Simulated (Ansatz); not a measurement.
Relaxation of a periodic cell of 47 atoms, B23N24 (host BN, host structure P6_3/mmc, one B atom removed), cell charge +2, to a largest force component of 0.03 eV/Å in at most 60 steps.

Method: DFT PBE, scalar-relativistic, plane waves, PAW in Ansatz. Settings: PAW set soft_1, cutoff 420 eV, k mesh 2x1x2, fermi-dirac smearing 0.05 eV, spin collinear.

```xyz
47
Lattice="-3.7525 -6.4995 0.0000 7.5049 -4.3330 0.0000 0.0000 0.0000 7.3693" Properties=species:S:1:pos:R:3
B 0.000 -5.777 5.527
B -1.251 -5.055 1.842
N -1.251 -6.499 5.527
N -1.251 -6.499 1.842
B -2.502 -1.444 5.527
B 5.003 -7.222 1.842
N -2.502 -4.333 5.527
N -2.502 -4.333 1.842
B 3.752 -7.944 5.527
B 2.502 -7.222 1.842
N 2.502 -8.666 5.527
N 2.502 -8.666 1.842
B 2.502 -5.777 5.527
B 1.251 -5.055 1.842
N 1.251 -6.499 5.527
N 1.251 -6.499 1.842
B 1.251 -3.611 5.527
B 0.000 -2.889 1.842
N 0.000 -4.333 5.527
N 0.000 -4.333 1.842
B 0.000 -1.444 5.527
B 6.254 -5.055 1.842
N -1.251 -2.166 5.527
N -1.251 -2.166 1.842
B 3.752 -5.055 1.842
N 3.752 -6.499 5.527
N 3.752 -6.499 1.842
B 3.752 -3.611 5.527
B 2.502 -2.889 1.842
N 2.502 -4.333 5.527
N 2.502 -4.333 1.842
B 2.502 -1.444 5.527
B 1.251 -0.722 1.842
N 1.251 -2.166 5.527
N 1.251 -2.166 1.842
B -2.502 -5.777 5.527
B 3.752 -9.388 1.842
N 0.000 0.000 5.527
N 0.000 0.000 1.842
B 6.254 -3.611 5.527
B 5.003 -2.889 1.842
N 5.003 -4.333 5.527
N 5.003 -4.333 1.842
B 1.251 -7.944 5.527
B 0.000 -7.222 1.842
N 3.752 -2.166 5.527
N 3.752 -2.166 1.842
```

Question: Where does it end, and by what steps?

Answer: It converged. Limits of this set-up: coarse k mesh, a small cell, in which the defect meets its images, a typed lattice constant that wasn't relaxed here, charged cell in a uniform background, uncorrected. After 6 steps the energy has fallen by 0.178 eV; N7 moved furthest, 0.07 Å.

| step | energy less start (eV) | largest force component (eV/Å) | accepted |
| --- | --- | --- | --- |
| 0 | 0.0000 | 1.166 | yes |
| 1 | -0.0892 | 0.710 | yes |
| 2 | -0.1489 | 0.449 | yes |
| 3 | -0.1450 | 0.435 | no |
| 4 | -0.1694 | 0.327 | yes |
| 5 | -0.1778 | 0.045 | yes |
| 6 | -0.1780 | 0.011 | yes |

```xyz
47
Lattice="-3.7525 -6.4995 0.0000 7.5049 -4.3330 0.0000 0.0000 0.0000 7.3693" Properties=species:S:1:pos:R:3
B -0.032 -5.769 5.527
B -1.233 -5.062 1.842
N -1.268 -6.503 5.527
N -1.234 -6.506 1.842
B -2.532 -1.452 5.527
B 5.023 -7.230 1.842
N -2.574 -4.338 5.527
N -2.485 -4.340 1.842
B 3.741 -7.917 5.527
B 2.520 -7.230 1.842
N 2.486 -8.661 5.527
N 2.518 -8.673 1.842
B 2.472 -5.763 5.527
B 1.268 -5.063 1.842
N 1.229 -6.495 5.527
N 1.268 -6.507 1.842
B 1.226 -3.591 5.527
B 0.017 -2.897 1.842
N 0.052 -4.365 5.527
N 0.017 -4.340 1.842
B -0.013 -1.462 5.527
B 6.273 -5.064 1.842
N -1.285 -2.106 5.527
N -1.234 -2.173 1.842
B 3.771 -5.063 1.842
N 3.713 -6.479 5.527
N 3.770 -6.507 1.842
B 3.734 -3.601 5.527
B 2.520 -2.896 1.842
N 2.485 -4.321 5.527
N 2.519 -4.340 1.842
B 2.490 -1.440 5.527
B 1.269 -0.730 1.842
N 1.243 -2.154 5.527
N 1.267 -2.173 1.842
B -2.495 -5.761 5.527
B 3.772 -9.396 1.842
N -0.018 0.008 5.527
N 0.016 -0.007 1.842
B 6.238 -3.604 5.527
B 5.022 -2.897 1.842
N 4.989 -4.326 5.527
N 5.020 -4.340 1.842
B 1.231 -7.936 5.527
B 0.018 -7.230 1.842
N 3.741 -2.163 5.527
N 3.769 -2.173 1.842
```

Whether the end is a true minimum wasn't checked by a vibrational analysis.

The run took 79 s on 4 threads of Arm Neoverse V1, with other jobs on the host, peak memory 1.7 GiB.
